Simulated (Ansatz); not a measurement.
CH5FGeO, SMILES O[CH](F)[GeH3], a geometry optimisation

With Ansatz 0.2.0, Python API.

Typed at the interpreter:
```pycon
>>> import ansatz
>>> import numpy as np
>>> molecule = (
...     ansatz.Crystal.molecule()
...     .atom("O", [0.5266, 1.1983, -1.1064])
...     .atom("C", [0.7802, 0.387, -0.0529])
...     .atom("F", [1.864, -0.3597, -0.3913])
...     .atom("Ge", [-0.6389, -0.7999, 0.2855])
...     .atom("H", [-0.1926, 1.8807, -0.794])
...     .atom("H", [1.0051, 0.9933, 0.8649])
...     .atom("H", [-0.3272, -1.7593, 1.4633])
...     .atom("H", [-0.9675, -1.6261, -0.9916])
...     .atom("H", [-1.9613, 0.0394, 0.7054])
... )
>>> setup = (
...     molecule.calculation()
...     .basis(gaussian="def2-SVP")
...     .functional("pbe0", dispersion="d3bj")
... )
>>> symbols = [site.symbol for site in molecule.cartesian_sites]
>>> start = np.array([site.position_ang for site in molecule.cartesian_sites], dtype=float)
>>> def progress(event):
...     if event["event"] == "relax_step":
...         row = event["data"]
...         print(f"step {row['step']:3d}  E = {row['lagrangian_ev']:.6f} eV  largest force component {row['allowed_force_max_ev_ang']:.4f} eV/A")
...
>>> report = setup.relax(force_tolerance=0.02).session().plan().execute(on_event=progress).report
step   1  E = -62374.788660 eV  largest force component 3.0435 eV/A
step   2  E = -62375.097133 eV  largest force component 0.9232 eV/A
step   3  E = -62375.131345 eV  largest force component 0.2536 eV/A
step   4  E = -62375.135038 eV  largest force component 0.0568 eV/A
step   5  E = -62375.137527 eV  largest force component 0.1805 eV/A
step   6  E = -62375.139223 eV  largest force component 0.4184 eV/A
step   7  E = -62375.140889 eV  largest force component 0.4383 eV/A
step   8  E = -62375.123723 eV  largest force component 1.6726 eV/A
step   9  E = -62375.153641 eV  largest force component 0.1873 eV/A
step  10  E = -62375.168410 eV  largest force component 0.4075 eV/A
step  11  E = -62375.174336 eV  largest force component 1.5227 eV/A
step  12  E = -62375.242612 eV  largest force component 0.7302 eV/A
step  13  E = -62375.298462 eV  largest force component 0.8348 eV/A
step  14  E = -62375.322593 eV  largest force component 0.3688 eV/A
step  15  E = -62375.335813 eV  largest force component 0.2927 eV/A
step  16  E = -62375.338922 eV  largest force component 0.0555 eV/A
step  17  E = -62375.339490 eV  largest force component 0.0268 eV/A
step  18  E = -62375.339587 eV  largest force component 0.0095 eV/A
>>> end = np.array(report["positions_ang"])
>>> print(f"E = {report['free_energy_ev']:.6f} eV = {report['free_energy_ev'] / 27.211386246:.7f} Ha")
E = -62375.339611 eV = -2292.2514512 Ha
>>> print("converged:", report["converged"], " doubts:", report["published_state_doubts"] or "none")
converged: True  doubts: none
>>> print("final positions (A) and the move of each atom")
final positions (A) and the move of each atom
>>> for symbol, xyz, old in zip(symbols, end, start):
...     print(f"{symbol:2s} {xyz[0]:10.5f} {xyz[1]:10.5f} {xyz[2]:10.5f}   {np.linalg.norm(xyz - old):7.4f}")
...
O     0.14197    1.28316   -1.01334    0.4047
C     0.60761    0.47435   -0.01019    0.1981
F     1.77984   -0.15591   -0.39267    0.2205
Ge   -0.75805   -0.91750    0.33805    0.1755
H     0.74210    2.03135   -1.12410    1.0027
H     0.86042    1.04464    0.90580    0.1589
H    -0.22377   -1.86931    1.42136    0.1567
H    -1.00554   -1.68551   -0.96681    0.0748
H    -2.05620   -0.25156    0.82479    0.3285
>>> charges = report["charge_distribution"]
>>> print("dipole moment", round(4.803205 * float(np.linalg.norm(charges["dipole_moment_e_ang"])), 3), "D")
dipole moment 1.76 D
>>> print("Mulliken:", [(s, round(q, 3)) for s, q in zip(symbols, charges["mulliken_charges_e"])])
Mulliken: [('O', -0.279), ('C', 0.199), ('F', -0.272), ('Ge', 0.291), ('H', 0.182), ('H', 0.037), ('H', -0.057), ('H', -0.042), ('H', -0.058)]
>>> with open("ch5fgeo_opt.xyz", "w") as handle:
...     handle.write(f"{len(symbols)}\nrelaxed CH5FGeO\n")
...     handle.writelines(f"{s:2s} {x:11.6f} {y:11.6f} {z:11.6f}\n" for s, (x, y, z) in zip(symbols, end))
...
18
```

`ch5fgeo_opt.xyz`, as written:
```text
9
relaxed CH5FGeO
O     0.141970    1.283156   -1.013341
C     0.607609    0.474350   -0.010186
F     1.779843   -0.155912   -0.392668
Ge   -0.758049   -0.917495    0.338050
H     0.742103    2.031347   -1.124096
H     0.860423    1.044645    0.905801
H    -0.223768   -1.869314    1.421358
H    -1.005535   -1.685512   -0.966805
H    -2.056196   -0.251564    0.824788
```

What to keep in mind:
- Total energies depend on the basis set; only differences at equal settings carry meaning.
- The end point is the stationary point reached from this start; no frequency run checks that it is a minimum, and the basis set is modest.
- Hardware and time: 83 s on 1 thread of Arm Neoverse V2, on a shared host, peak memory 0.29 GiB.

(Lines on the test bed's own set-up are left out of the output.)
